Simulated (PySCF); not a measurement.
# C2H9AlS: the cost of one run

Programs: PySCF 2.14.0, with density-fitted response routines of our own. Each step states its level of theory. These are calculated values for one molecule in the gas phase, unless marked as measured. Atoms are numbered from 0 throughout.

### Step 1. Starting geometry

13 atoms, charge 0, multiplicity 1; geometry from: GFN2-xTB. The atoms were then displaced at random by about 0.01 Å, so the start is not that level's minimum.

Bonds of the start (Å): C0–S1 1.79, S1–C2 1.82, S1–Al3 2.49, C0–H4 1.09, C0–H5 1.12, C0–H6 1.10, C2–H7 1.08, C2–H8 1.07, C2–H9 1.08, Al3–H10 1.54, Al3–H11 1.58, Al3–H12 1.55.

### Step 2. Relaxing the molecule at PBE0-D3(BJ)/def2-SVP

Job settings and geometry (Å):

```
{"job": {"xc": "PBE0", "basis": "def2-SVP", "d3": "d3bj", "grid": 1, "shake": 0.01, "kind": "geom"}, "charge": 0, "multiplicity": 1}
C     -0.317000     1.526700    -0.370300
S     -0.245340     0.379800     1.004520
C     -1.328660    -0.950070     0.390530
Al     1.818170    -0.632110     0.048170
H      0.234330     1.170190    -1.234210
H     -1.382690     1.703310    -0.646760
H      0.098700     2.485380    -0.024310
H     -1.345250    -1.684630     1.184400
H     -2.299380    -0.540670     0.221560
H     -0.881710    -1.393380    -0.488730
H      2.645860     0.656810     0.211760
H      1.195940    -0.932800    -1.375380
H      1.812870    -1.805420     1.068430
```

Launch:

```
$ OMP_NUM_THREADS=1 python probes_run.py task.json out
```

This one command runs all jobs of the session in turn.

**Question.** How long does this first job take on 1 thread of Arm Neoverse V2, shared host, and how much memory does it need?

About 35 s, with a peak of 0.46 GiB.
